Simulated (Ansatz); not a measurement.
# ClH3Si: the cost of one run

Computed with Ansatz 0.2.0, Gaussian basis. Level: PBE0-D4/def2-TZVP structures, single points in def2-TZVPP, no counterpoise correction.

Levels: SPW92, PBE-D4, BLYP-D4, r2SCAN-D4, B97M-V, PBE0-D4, B3LYP-D4, r2SCAN0-D4, BHLYP-D4, CAM-B3LYP-D4, wB97X-V, wB97M-V, B2PLYP, PBE-QIDH, RPA on PBE, Hartree-Fock, MP2, CCSD, CCSD(T).

Correlated methods freeze the cores. B3LYP uses VWN-RPA correlation. B2PLYP carries no dispersion term here.

113 further runs of the same task are left out: 113 set aside as unsound or not needed.

## 1. The starting structure

The complex: 11 atoms, charge 0, spin multiplicity 1.

Atoms are counted from 1 here; the program's logs count them from 0.

Bond lengths: Si1–H3 1.472 Å, Si1–H4 1.508 Å, Si1–H5 1.471 Å, Si1–N7 1.887 Å, H6–N7 1.036 Å, N7–H10 1.016 Å, N7–H11 1.020 Å, H8–F9 0.975 Å. Angles: H3–Si1–H4 103.4°, H3–Si1–H5 123.4°, H3–Si1–N7 113.1°, H4–Si1–H5 103.4°, H4–Si1–N7 92.6°, H5–Si1–N7 114.4°, Si1–N7–H6 108.5°, Si1–N7–H10 113.2°, Si1–N7–H11 108.3°, H6–N7–H10 110.6°, H6–N7–H11 104.6°, H10–N7–H11 111.3°.

Geometry (Å):

```
Si   -1.0200    0.4871   -0.5306
Cl    0.5051   -1.4082   -1.4605
H    -0.9243    0.9497   -1.9250
H    -1.6790    1.6445    0.1759
H    -1.8277   -0.6697   -0.1143
H     0.7167   -0.1210    1.0474
N     0.5883    0.7026    0.4322
H     0.7784   -1.9452    0.3310
F     0.8804   -1.8555    1.2969
H     0.6178    1.5618    0.9741
H     1.3645    0.6540   -0.2270
```

Its parts: SiH₃Cl holds atoms 1, 2, 3, 4, 5; NH₃ holds atoms 6, 7, 10, 11; HF holds atoms 8, 9. Each part counts its atoms afresh in its own runs.

## 2. Relaxing SiH₃Cl alone

The input, relax-a/in.yaml:

```yaml
crystal:
  periodic: [false, false, false]
  atoms:
    - {symbol: Si, position_ang: [-1.020038, 0.487051, -0.530605]}
    - {symbol: Cl, position_ang: [0.505105, -1.408175, -1.460536]}
    - {symbol: H, position_ang: [-0.924251, 0.949661, -1.925035]}
    - {symbol: H, position_ang: [-1.679041, 1.644500, 0.175896]}
    - {symbol: H, position_ang: [-1.827658, -0.669675, -0.114347]}
basis:
  gaussian: {orbitals: def2-TZVP}
hamiltonian: {xc: pbe0, dispersion: d4}
relax: {f_tol: 0.005, max_steps: 200}
```

Started as:

```bash
> ansatz run in.yaml --threads 4 --pin off --events-out ev --progress --plain --max-ram 9574MiB
```

**Question.** How long does this run take on 4 threads of Arm Neoverse V2, shared host?

About 4.3 s.
